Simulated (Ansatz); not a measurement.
# CH5FInN: one species, many methods

An exercise on one series of results from a longer session: the logs are not shown, and one member is left open.

Program: Ansatz 0.2.0, Gaussian basis. Level of theory: functionals in def2-TZVPP, the program's frozen cores in correlated methods. These are calculated values, not measurements.

The runs, in order: LDA (SPW92), PBE-D4, revPBE-D4, BLYP-D4, r2SCAN-D4, B97M-V, PBE0-D4, B3LYP-D4, r2SCANh-D4, r2SCAN0-D4, HSE06-D4, BHLYP-D4, CAM-B3LYP-D4, LC-ωPBE, ωB97X-V, ωB97M-V, B2PLYP, PBE-QIDH; CCSD(T)/def2-SVP; CCSD(T)/def2-TZVPP; MP2/def2-QZVPP; extrapolation to the limit; RPA on PBE.

## Structure used throughout

The geometry comes from an earlier relaxation with PBE0-D4 in a triple-zeta def2 set; it is a stationary point, not always the lowest conformer. In takes the def2 core potential; no spin-orbit term is included.

SMILES `C[NH][InH][F]`, 9 atoms, charge 0, spin multiplicity 1.

Atoms are counted from 1 here; the program's logs count them from 0.

Bond lengths: C1–N2 1.447 Å, C1–H5 1.097 Å, C1–H6 1.097 Å, C1–H7 1.091 Å, N2–In3 1.984 Å, N2–H8 1.006 Å, In3–F4 1.963 Å, In3–H9 1.685 Å. Angles: N2–C1–H5 112.1°, N2–C1–H6 112.2°, N2–C1–H7 109.8°, H5–C1–H6 107.8°, H5–C1–H7 107.4°, H6–C1–H7 107.4°, C1–N2–In3 125.2°, C1–N2–H8 113.9°, In3–N2–H8 120.9°, N2–In3–F4 104.9°, N2–In3–H9 137.6°, F4–In3–H9 117.5°.

As a file:

```tsv
atom	x (Å)	y (Å)	z (Å)
C1	-0.0116	0.8451	-1.0012
N2	-0.6880	0.1494	0.0722
In3	0.1617	-1.1541	1.3031
F4	2.0323	-1.2578	0.7162
H5	-0.4550	0.6243	-1.9801
H6	-0.0276	1.9335	-0.8638
H7	1.0345	0.5363	-1.0395
H8	-1.6613	0.3885	0.1643
H9	-0.2965	-2.1116	2.6117
```

The first run:

Contents of in.yaml:

```yaml
crystal:
  periodic: [false, false, false]
  atoms:
    - {symbol: C, position_ang: [-0.011580, 0.845120, -1.001184]}
    - {symbol: N, position_ang: [-0.688023, 0.149432, 0.072249]}
    - {symbol: In, position_ang: [0.161727, -1.154130, 1.303091]}
    - {symbol: F, position_ang: [2.032342, -1.257802, 0.716195]}
    - {symbol: H, position_ang: [-0.454982, 0.624273, -1.980062]}
    - {symbol: H, position_ang: [-0.027591, 1.933490, -0.863807]}
    - {symbol: H, position_ang: [1.034450, 0.536349, -1.039485]}
    - {symbol: H, position_ang: [-1.661323, 0.388487, 0.164283]}
    - {symbol: H, position_ang: [-0.296521, -2.111617, 2.611720]}
basis:
  gaussian: {orbitals: def2-TZVPP}
hamiltonian: {xc: lda}
output: {orbitals: {seedname: orbitals}}
```

Among the steps run: LDA; PBE-D4 (GGA); revPBE-D4 (GGA); BLYP-D4 (GGA); r2SCAN-D4 (meta-GGA); B97M-V (meta-GGA); PBE0-D4 (hybrid); B3LYP-D4 (hybrid); r2SCANh-D4 (hybrid); r2SCAN0-D4 (hybrid); HSE06-D4 (hybrid); BHLYP-D4 (hybrid); CAM-B3LYP-D4 (range-separated); LC-ωPBE-D4 (range-separated; the results give it without D4); ωB97X-V (range-separated); ωB97M-V (range-separated); B2PLYP (double hybrid); PBE-QIDH (double hybrid).

One table of the session follows, with a row left open; its other results are not shown here.

It belongs to the step «Orbital energies across the functionals». 

```
  functional  HOMO (eV)  gap (eV)
 LDA (SPW92)      -5.61      3.71
      PBE-D4      -5.43      3.76
   revPBE-D4      -5.36      3.79
     BLYP-D4      -5.34      3.68
   r2SCAN-D4      -5.65      4.27
      B97M-V      -5.74      4.06
     PBE0-D4      -6.69      5.70
    B3LYP-D4      -6.51      5.23
  r2SCANh-D4      -6.13      4.98
  r2SCAN0-D4      -6.86      6.05
    HSE06-D4      -6.29      4.95
    BHLYP-D4      -7.93      7.50
CAM-B3LYP-D4      -8.10      7.85
     LC-ωPBE          ?         ?
     ωB97X-V      -9.09      9.80
     ωB97M-V      -9.01      9.38
```

Q: Estimate the row for LC-ωPBE from the others.

As computed: HOMO (eV): -9.44; gap (eV): 10.26. In the column «HOMO (eV)» it is the lowest.
